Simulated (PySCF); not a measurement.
# C2H10OSi2: the cost of one run

The runs use PySCF 2.14.0, with density-fitted response routines of our own; the level of theory stands in each step. All values are computed, except where a source is named. Atoms are numbered from 0 throughout.

## Step 1: The molecule as given

15 atoms, charge 0, multiplicity 1; geometry from: PBE0-D3(BJ)/def2-SVP.

Bonds of the start (Å): C0–O1 1.39, O1–C2 1.40, C2–Si3 1.90, Si3–Si4 2.34, C0–H5 1.11, C0–H6 1.11, C0–H7 1.10, C2–H8 1.11, C2–H9 1.11, Si3–H10 1.50, Si3–H11 1.50, Si4–H12 1.50, Si4–H13 1.50, Si4–H14 1.49.

## Step 2: X-ray photoelectron lines: SCAN, X2C

What the job is given:

```
{"job": {"kind": "xps"}, "charge": 0, "multiplicity": 1}
C     -1.911709     1.512009    -0.129798
O     -0.991514     0.475086    -0.279128
C     -0.592832    -0.107512     0.932926
Si     0.674907    -1.458964     0.502297
Si     2.124253    -0.521920    -1.079853
H     -2.851195     1.163905     0.343391
H     -1.505038     2.337855     0.487139
H     -2.146401     1.903729    -1.129518
H     -1.456982    -0.524497     1.491341
H     -0.116785     0.639540     1.604042
H      1.402900    -1.862774     1.747553
H     -0.007793    -2.668908    -0.052588
H      3.299930    -1.414749    -1.328410
H      2.631269     0.789353    -0.566305
H      1.416795    -0.294067    -2.374764
```

Level: delta-SCF UKS SCAN, pcX-2 on the ionised atom, pcseg-1 elsewhere, spin-free X2C.

The run is started by

```console
$ OMP_NUM_THREADS=1 python probes_run.py task.json out
```

This one command runs all jobs of the session in turn.

Q: Estimate the wall time and peak memory of this first job on 1 thread of Intel Xeon Platinum 8488C, shared host.

About 57 s, with a peak of 0.71 GiB.
